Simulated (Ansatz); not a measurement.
**GeN+ (triplet): from Hartree-Fock to the top rungs at distance Ge1–N2 = 1.901 Å, cc-pVDZ**

How much of the correlation energy of GeN+ (triplet) does each wave-function method recover here?

The runs use Ansatz 0.2.0, Gaussian basis; cc-pVDZ, core rule «outside noble gas», up to 15 orbitals frozen.

To be run: UHF; CCSD(T) on ROHF; CCSD(T) on UHF; BCCD(T) on ROHF; CISD as a restricted active space (open shells left free, so some higher excitations enter); CCSDT(Q) on ROHF; CCSDT(Q) on UHF; CCSDTQ on ROHF; CCSDTQ on UHF; CASSCF and MRCISD+Q, 4 electrons in 4 orbitals; CASSCF and NEVPT2, 4 electrons in 4 orbitals; CASSCF and MRCISD+Q, 8 electrons in 8 orbitals; CASSCF and NEVPT2, 8 electrons in 8 orbitals; Full CI.

3 further runs of the same task are left out: 2 for a known fault of the program, 1 that didn't finish. Runs told in other sessions of the task aren't counted.

### 1 The geometry

The geometry derives from a PBE0/def2-TZVP stationary point (not a proven minimum). One bond is set to the value named and the two fragments are kept rigid. No spin-orbit coupling is included. The filled d shell of Ge may be among the frozen orbitals whatever the setting's name suggests.

2 atoms, charge 1, spin multiplicity 3.

Atoms are counted from 1 here; the program's logs count them from 0.

Bond lengths: Ge1–N2 1.901 Å.

Geometry (Å):

```
atom    x (Å)    y (Å)    z (Å)
 Ge1  0.00000  0.00000  0.00000
  N2  0.00000  0.00000  1.90110
```

### 2 UHF

in.yaml

```yaml
crystal:
  periodic: [false, false, false]
  atoms:
    - {symbol: Ge, position_ang: [0.000000, 0.000000, 0.000000]}
    - {symbol: N, position_ang: [0.000000, 0.000000, 1.901100]}
basis:
  gaussian: {orbitals: cc-pVDZ}
total_charge: 1
magnetization: {spin_polarized: true, initial_magnetization: 2}
hamiltonian: {xc: hf}
output: {orbitals: {seedname: orbitals}}
```

Command:

```sh
> ansatz run in.yaml --threads 1 --pin off --events-out ev --progress --plain --max-ram 4096MiB --backend cpu
```

Further steps of the session: CCSD(T) on ROHF; CCSD(T) on UHF; BCCD(T) on ROHF; CISD as a restricted active space (open shells left free, so some higher excitations enter); CCSDT(Q) on ROHF; CCSDT(Q) on UHF; CCSDTQ on ROHF; CCSDTQ on UHF; CASSCF and MRCISD+Q, 4 electrons in 4 orbitals; CASSCF and NEVPT2, 4 electrons in 4 orbitals; CASSCF and MRCISD+Q, 8 electrons in 8 orbitals; CASSCF and NEVPT2, 8 electrons in 8 orbitals; Full CI.

Q: Predict the results of all the runs planned. Wanted: FCI from the RHF energy; RMP2 from FCI; UMP2 from FCI; RCCSD from FCI; RCCSD(T) from FCI; UCCSD(T) from FCI; RCCSDT(Q) from FCI; UCCSDT(Q) from FCI; NEVPT2 pair from FCI.

The runs gave:

```
                         quantity                                                                                                        value
          FCI from the ROHF energy                                                                                                   -5.1483 eV
                    RMP2 from FCI                                                                                                +100.5 kJ/mol
                    UMP2 from FCI                                                                                                +101.3 kJ/mol
                   RCCSD from FCI                                                                                                 +17.4 kJ/mol
                RCCSD(T) from FCI                                                                                                  +4.2 kJ/mol
                UCCSD(T) from FCI                                                                                                  +4.1 kJ/mol
               RCCSDT(Q) from FCI                                                                                                   0.0 kJ/mol
               UCCSDT(Q) from FCI                                                                                                  -0.3 kJ/mol
             NEVPT2 pair from FCI                                                                                                 +94.8 kJ/mol
           MRCISD+Q pair from FCI                                                                                                  -0.6 kJ/mol
          NEVPT2 valence from FCI                                                                                                 +60.8 kJ/mol
levels within 1 kcal/mol (43 meV)  RCCSD(T), UCCSD(T), RCCSDT, UCCSDT, RCCSDT(Q), UCCSDT(Q), RCCSDTQ, UCCSDTQ, MRCISD+Q pair, MRCISD+Q valence
                    T1 diagnostic                                                                                                        0.030
   effectively unpaired electrons                                                                                                         2.09
```

What this shows: RCCSD(T) misses by +4.2 kJ/mol, 0.8 % of the correlation energy. UCCSDT(Q), UCCSDTQ, MRCISD+Q pair, MRCISD+Q valence fall below full CI: unrestricted runs freeze a spin-polarised core, another one than full CI's, and coupled cluster isn't variational. One determinant dominates. Of the multireference levels listed MRCISD+Q pair comes nearest in total energy (-0.6 kJ/mol), which doesn't show that its space is the better one. These misses are within one basis, not against nature; the frozen cores of restricted and unrestricted runs differ, which can shift their rows.

Levels on UHF freeze UHF's core orbitals, full CI those of ROHF, so the U rows can settle a little off it for that reason alone.
